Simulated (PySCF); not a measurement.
# C6H12BN: a tour of settings

Aim: see how C6H12BN (`BN1C[C@H]2CC[C@H]2C1`) answers to the choice of functional, basis, grid and SCF options.

The runs use PySCF 2.14.0, with density-fitted response routines of our own; the level of theory stands in each step. All values are computed, except where a source is named. Atoms count from 0, in the outputs and in this text.

## (1) Starting geometry

20 atoms, charge 0, multiplicity 1; geometry from: GFN2-xTB.

Bonds of the start (Å): B0–N1 1.37, N1–C2 1.45, C2–C3 1.53, C3–C4 1.54, C4–C5 1.54, C5–C6 1.54, C6–C7 1.53, C7–N1 1.45, C6–C3 1.54, B0–H8 1.17, B0–H9 1.17, C2–H10 1.10, C2–H11 1.09, C3–H12 1.09, C4–H13 1.09, C4–H14 1.09, C5–H15 1.09, C5–H16 1.09, C6–H17 1.09, C7–H18 1.09, C7–H19 1.10.

## (2) Nuclear shieldings: PBE0/pcSseg-1

What the job is given:

```
{"job": {"kind": "nmr", "xc": "PBE0", "basis": "pcSseg-1"}, "charge": 0, "multiplicity": 1}
B      2.365632    -0.494535    -0.640696
N      1.301393     0.226321    -0.156066
C      0.402233     1.073325    -0.916688
C     -0.984079     0.815302    -0.324065
C     -1.630428    -0.516339    -0.741765
C     -1.289870    -1.115556     0.631425
C     -0.702377     0.234354     1.079009
C      0.818917     0.251105     1.211068
H      2.991232    -1.155344     0.099152
H      2.622113    -0.436130    -1.783249
H      0.674062     2.128789    -0.773262
H      0.462360     0.841349    -1.979393
H     -1.631124     1.688374    -0.389994
H     -1.147683    -1.005108    -1.585420
H     -2.698085    -0.442295    -0.938757
H     -0.552810    -1.915397     0.594499
H     -2.148844    -1.450537     1.208715
H     -1.205090     0.702191     1.923377
H      1.206961    -0.597683     1.772960
H      1.140338     1.178493     1.706113
```

Method: GIAO PBE0/pcSseg-1 NMR shielding, non-relativistic, gas phase.

On the command line:

```
$ OMP_NUM_THREADS=1 python probes_run.py task.json out
```

This one command runs all jobs of the session in turn.

The program printed:

```text
coarse grid: 16104 points
cycle   1  E = -314.9514953743  dE =  1.116e+00  |g| = 3.666e-01  |ddm| = 3.945e+00
cycle   2  E = -314.9526308420  dE = -1.135e-03  |g| = 3.863e-01  |ddm| = 7.439e-01
cycle   3  E = -314.9905055149  dE = -3.787e-02  |g| = 7.195e-02  |ddm| = 4.232e-01
cycle   4  E = -314.9915055429  dE = -1.000e-03  |g| = 2.614e-02  |ddm| = 7.517e-02
cycle   5  E = -314.9916376543  dE = -1.321e-04  |g| = 1.101e-02  |ddm| = 2.352e-02
cycle   6  E = -314.9916629752  dE = -2.532e-05  |g| = 1.930e-03  |ddm| = 9.600e-03
cycle   7  E = -314.9916639358  dE = -9.606e-07  |g| = 3.923e-04  |ddm| = 2.383e-03
final grid: 153912 points
cycle   8  E = -315.0396480811  dE = -6.058e-05  |g| = 9.066e-03  |ddm| = 4.340e-02
cycle   9  E = -315.0396327755  dE =  1.531e-05  |g| = 1.225e-02  |ddm| = 1.957e-02
cycle  10  E = -315.0396694111  dE = -3.664e-05  |g| = 1.505e-03  |ddm| = 1.145e-02
cycle  11  E = -315.0396698946  dE = -4.835e-07  |g| = 3.981e-04  |ddm| = 1.190e-03
cycle  12  E = -315.0396699250  dE = -3.039e-08  |g| = 9.455e-05  |ddm| = 3.345e-04
cycle  13  E = -315.0396699270  dE = -2.063e-09  |g| = 2.683e-05  |ddm| = 1.215e-04
cycle  14  E = -315.0396699272  dE = -1.680e-10  |g| = 5.855e-06  |ddm| = 3.229e-05
converged SCF energy = -315.0396699272

GIAO shielding tensors (ppm)
atom      isotropic    diamagn.    paramagn.     s11        s22        s33       span
  0 B       65.632     196.748    -131.117     32.307     49.197    115.392     83.085
  1 N       99.891     324.606    -224.715    -14.912    127.950    186.635    201.547
  2 C      122.643     244.378    -121.735     92.740    125.343    149.845     57.105
  3 C      147.601     250.885    -103.285    127.897    154.582    160.324     32.427
  4 C      162.143     248.765     -86.622    146.285    161.924    178.222     31.937
  5 C      162.596     248.708     -86.112    148.196    160.988    178.605     30.409
  6 C      147.700     250.984    -103.285    127.691    155.194    160.214     32.523
  7 C      122.678     244.500    -121.822     93.136    125.476    149.421     56.286
  8 H       26.883      30.829      -3.946     24.375     26.370     29.903      5.527
  9 H       26.879      30.839      -3.960     24.373     26.396     29.868      5.495
 10 H       28.134      29.328      -1.194     22.914     26.832     34.656     11.742
 11 H       28.291      30.320      -2.029     24.654     26.949     33.272      8.618
 12 H       29.117      32.342      -3.225     24.750     27.759     34.840     10.090
 13 H       30.227      30.338      -0.111     26.817     27.999     35.864      9.047
 14 H       29.472      30.085      -0.613     25.888     26.826     35.701      9.813
 15 H       30.166      30.482      -0.317     26.886     28.336     35.276      8.390
 16 H       29.545      30.056      -0.511     25.848     26.776     36.010     10.163
 17 H       29.060      32.355      -3.295     24.929     27.644     34.606      9.677
 18 H       28.332      30.344      -2.012     24.585     26.955     33.456      8.871
 19 H       28.193      29.382      -1.189     22.997     26.820     34.763     11.766
```

Wall time 36 s (1 thread of Intel Xeon Platinum 8488C, shared host); peak memory 0.87 GiB.

The references, computed at this level on geometries of the same kind, shield at (ppm): ¹H TMS 31.72, ¹³C TMS 186.9, ¹⁵N NH3 267.7, ¹¹B BF3·OEt2 100.1. Their shielding less the atom's gives the shift. The references are single molecules in the gas phase, so shifts against H2O, NH3, PH3, H3PO4 or CFCl3 are not on the usual liquid scales and can be off by tens of ppm. Atoms listed in one row are averaged.

```tsv
atoms	environment	σ (ppm)	δ (ppm)	δ scaled to CDCl3
C2, C7	sp3 CH2 bonded to N	122.7	64.3	60.8
C3, C6	sp3 CH in a ring	147.7	39.3	36.4
C4, C5	sp3 CH2 in a ring	162.4	24.6	22.1
H8, H9	hydrogen on a boron bonded to N	26.88	4.84	–
H10, H19	hydrogen on an sp3 CH2 bonded to N	28.16	3.55	3.46
H11, H18	hydrogen on an sp3 CH2 bonded to N	28.31	3.41	3.32
H12, H17	hydrogen on an sp3 CH in a ring	29.09	2.63	2.58
H14, H16	hydrogen on an sp3 CH2 in a ring	29.51	2.21	2.19
H13, H15	hydrogen on an sp3 CH2 in a ring	30.20	1.52	1.54
B0	boron bonded to N, 2 H	65.6	34.4	–
N1	nitrogen bonded to 2 C, B, in a 5-membered ring	99.9	167.8	–
```

The scaled column applies a straight-line fit of computed shieldings to shifts measured in CDCl3 (root-mean-square error 0.16 ppm for H, 1.9 ppm for C).

The run also stored atomic charges by several schemes (e):

```tsv
atoms	Mulliken	IAO	Hirshfeld	ESP fit
B0	0.14	-0.07	0.07	0.05
N1	-0.62	-0.20	-0.09	0.13
C2, C7	0.12	-0.15	-0.02	-0.36
C3, C6	-0.30	-0.13	-0.03	0.14
C4, C5	-0.13	-0.27	-0.07	-0.19
```

Mayer bond orders: B0–N1 1.37, N1–C2 0.92, C2–C3 1.01, C3–C4 1.01, C4–C5 1.06, C5–C6 1.00, C6–C7 1.01, C7–N1 0.92, C6–C3 0.96.

Ring of atoms N1, C2, C3, C6, C7: NICS(0) -5.4, NICS(1) -3.1, NICS(1)zz -4.5 ppm (means of both faces).

Ring of atoms C3, C4, C5, C6: NICS(0) -0.7, NICS(1) -0.8, NICS(1)zz 3.4 ppm (means of both faces).

## (3) Ultraviolet spectrum: PBE0/def2-SVPD

Settings changed since step 2:

```diff
@@ -1,2 +1,2 @@
-{"job": {"kind": "nmr", "xc": "PBE0", "basis": "pcSseg-1"}, "charge": 0, "multiplicity": 1}
+{"job": {"kind": "uv", "xc": "PBE0", "basis": "def2-SVPD", "nstates": 6, "ntriplets": 2}, "charge": 0, "multiplicity": 1}
 B      2.365632    -0.494535    -0.640696
```

Method: TDDFT PBE0/def2-SVPD, vertical, gas phase, core orbitals frozen in the response.

The program printed:

```text
coarse grid: 16104 points
cycle   1  E = -314.7881135708  dE =  1.041e+00  |g| = 3.531e-01  |ddm| = 8.070e+00
cycle   2  E = -314.7881184513  dE = -4.881e-06  |g| = 3.795e-01  |ddm| = 1.757e+00
cycle   3  E = -314.8253649935  dE = -3.725e-02  |g| = 7.107e-02  |ddm| = 8.715e-01
cycle   4  E = -314.8263621141  dE = -9.971e-04  |g| = 2.800e-02  |ddm| = 2.581e-01
cycle   5  E = -314.8265222145  dE = -1.601e-04  |g| = 1.087e-02  |ddm| = 5.648e-02
cycle   6  E = -314.8265483567  dE = -2.614e-05  |g| = 1.767e-03  |ddm| = 2.399e-02
cycle   7  E = -314.8265491838  dE = -8.270e-07  |g| = 4.083e-04  |ddm| = 5.668e-03
final grid: 153912 points
cycle   8  E = -314.8735745233  dE = -6.703e-05  |g| = 8.686e-03  |ddm| = 2.487e-01
cycle   9  E = -314.8735592181  dE =  1.531e-05  |g| = 1.187e-02  |ddm| = 4.323e-02
cycle  10  E = -314.8735944421  dE = -3.522e-05  |g| = 1.492e-03  |ddm| = 2.703e-02
cycle  11  E = -314.8735949333  dE = -4.912e-07  |g| = 3.769e-04  |ddm| = 3.340e-03
cycle  12  E = -314.8735949616  dE = -2.829e-08  |g| = 1.020e-04  |ddm| = 9.882e-04
cycle  13  E = -314.8735949641  dE = -2.500e-09  |g| = 2.715e-05  |ddm| = 3.447e-04
cycle  14  E = -314.8735949643  dE = -1.780e-10  |g| = 6.103e-06  |ddm| = 9.001e-05
converged SCF energy = -314.8735949643

Static polarisability (au): isotropic 86.303, principal 79.317 84.027 95.566

Singlet excitations
state   eV       nm        f      main configurations
  1   6.6112    187.5   0.20599   H->L 0.96
  2   7.0510    175.8   0.00007   H-3->L 0.53, H-1->L 0.22, H-2->L 0.12
  3   7.1105    174.4   0.01040   H->L+1 0.91
  4   7.5202    164.9   0.00113   H-1->L 0.74, H-3->L 0.17
  5   7.6359    162.4   0.00534   H-2->L 0.64, H->L+2 0.17, H-3->L 0.16
  6   7.6780    161.5   0.00179   H->L+2 0.75, H-2->L 0.14

Triplet excitations (Tamm-Dancoff, eV): 5.0908 6.4427
```

Wall time 52 s (1 thread of Intel Xeon Platinum 8488C, shared host); peak memory 1 GiB.

The orbitals next to the gap, with their largest atomic shares:

```tsv
orbital	eV	atoms
HOMO−3	-8.61	B0 20 %, H9 11 %, H8 10 %
HOMO−2	-8.58	C6 19 %, C3 18 %, C4 14 %
HOMO−1	-8.41	C5 16 %, C3 15 %, C4 15 %
HOMO	-7.40	N1 45 %, B0 13 %, C2 9 %
LUMO	0.11	B0 36 %, N1 15 %, H8 10 %
LUMO+1	0.73	B0 17 %, C4 7 %, C5 7 %
LUMO+2	1.23	B0 36 %, H12 8 %, H14 7 %
```

With each of the 6 states as a Gaussian band of 0.4 eV half-width at 1/e, the curve within the window shown has maxima at 187 nm (ε 8,400) L/(mol cm). Beyond the last state computed it falls off for lack of states. The curve at chosen wavelengths:

(nm, ε (L/mol/cm)): (155, 162), (157, 239), (159, 317), (161, 386), (163, 450), (165, 526), (167, 649), (169, 871), (171, 1255), (173, 1861), (175, 2727), (177, 3837), (179, 5105), (181, 6377), (183, 7463), (185, 8186), (187, 8432), (189, 8179), (191, 7494), (193, 6504), (195, 5365), (197, 4218), (199, 3171), (201, 2284), (203, 1582), (205, 1055)

Further results of this job:

```tsv
property	computed
dipole moment (D)	2.29
polarisability (Å³)	12.79
HOMO–LUMO gap (eV)	7.51
−ε(HOMO) (eV)	7.40
```

## (4) NMR shieldings: B97-D/3-21G

Settings changed since step 3:

```diff
@@ -1,2 +1,2 @@
-{"job": {"kind": "uv", "xc": "PBE0", "basis": "def2-SVPD", "nstates": 6, "ntriplets": 2}, "charge": 0, "multiplicity": 1}
+{"job": {"kind": "nmr", "xc": "B97-D", "basis": "3-21G", "pop": false}, "charge": 0, "multiplicity": 1}
 B      2.365632    -0.494535    -0.640696
```

Level: GIAO B97-D/3-21G NMR shielding, non-relativistic, gas phase.

The program printed:

```text
coarse grid: 16104 points
cycle   1  E = -313.3943261886  dE =  6.375e-01  |g| = 4.220e-01  |ddm| = 4.317e+00
cycle   2  E = -313.3690302238  dE =  2.530e-02  |g| = 5.365e-01  |ddm| = 1.367e+00
cycle   3  E = -313.4459329795  dE = -7.690e-02  |g| = 8.847e-02  |ddm| = 8.550e-01
cycle   4  E = -313.4475718982  dE = -1.639e-03  |g| = 5.332e-02  |ddm| = 1.559e-01
cycle   5  E = -313.4482355075  dE = -6.636e-04  |g| = 9.108e-03  |ddm| = 5.166e-02
cycle   6  E = -313.4482577677  dE = -2.226e-05  |g| = 2.091e-03  |ddm| = 1.582e-02
cycle   7  E = -313.4482590079  dE = -1.240e-06  |g| = 5.484e-04  |ddm| = 4.054e-03
final grid: 153912 points
cycle   8  E = -313.4869567933  dE = -4.462e-05  |g| = 6.301e-03  |ddm| = 3.711e-02
cycle   9  E = -313.4869304478  dE =  2.635e-05  |g| = 1.201e-02  |ddm| = 1.927e-02
cycle  10  E = -313.4869683681  dE = -3.792e-05  |g| = 1.878e-03  |ddm| = 1.262e-02
cycle  11  E = -313.4869692959  dE = -9.278e-07  |g| = 2.088e-04  |ddm| = 2.488e-03
cycle  12  E = -313.4869693071  dE = -1.112e-08  |g| = 6.403e-05  |ddm| = 3.909e-04
cycle  13  E = -313.4869693081  dE = -1.067e-09  |g| = 1.234e-05  |ddm| = 1.227e-04
cycle  14  E = -313.4869693082  dE = -4.684e-11  |g| = 2.151e-06  |ddm| = 2.808e-05
converged SCF energy = -313.4869693082

GIAO shielding tensors (ppm)
atom      isotropic    diamagn.    paramagn.     s11        s22        s33       span
  0 B       96.128     195.398     -99.270     73.733     81.546    133.105     59.372
  1 N      138.115     314.191    -176.076     48.256    159.295    206.793    158.536
  2 C      147.439     238.338     -90.899    120.051    149.594    172.672     52.622
  3 C      166.885     238.255     -71.370    151.064    171.436    178.153     27.089
  4 C      178.880     243.047     -64.167    164.352    177.531    194.755     30.403
  5 C      179.072     242.915     -63.843    164.732    177.360    195.122     30.390
  6 C      166.972     238.345     -71.373    150.720    172.087    178.110     27.390
  7 C      147.504     238.596     -91.091    120.244    149.831    172.439     52.195
  8 H       27.783      30.607      -2.824     25.157     27.463     30.729      5.572
  9 H       27.785      30.600      -2.815     25.166     27.487     30.703      5.536
 10 H       29.454      29.682      -0.228     24.023     28.160     36.178     12.155
 11 H       29.684      29.336       0.348     25.666     28.384     35.002      9.336
 12 H       30.681      32.598      -1.917     26.273     28.985     36.786     10.513
 13 H       31.442      28.175       3.267     27.673     29.093     37.559      9.886
 14 H       30.913      32.634      -1.721     26.924     28.366     37.448     10.524
 15 H       31.329      27.767       3.562     27.634     29.370     36.982      9.349
 16 H       30.985      32.503      -1.519     26.863     28.349     37.742     10.879
 17 H       30.627      32.650      -2.023     26.404     28.919     36.558     10.154
 18 H       29.723      29.464       0.259     25.627     28.372     35.170      9.543
 19 H       29.519      29.704      -0.185     24.106     28.139     36.312     12.206
```

Wall time 15 s (1 thread of Intel Xeon Platinum 8488C, shared host); peak memory 0.49 GiB.

This run: σ C2 147.5, C3 166.9, C4 179.0, B0 96.1, H8 27.78, H10 29.49 ppm (means over like atoms).

[end of part 1 of 3]
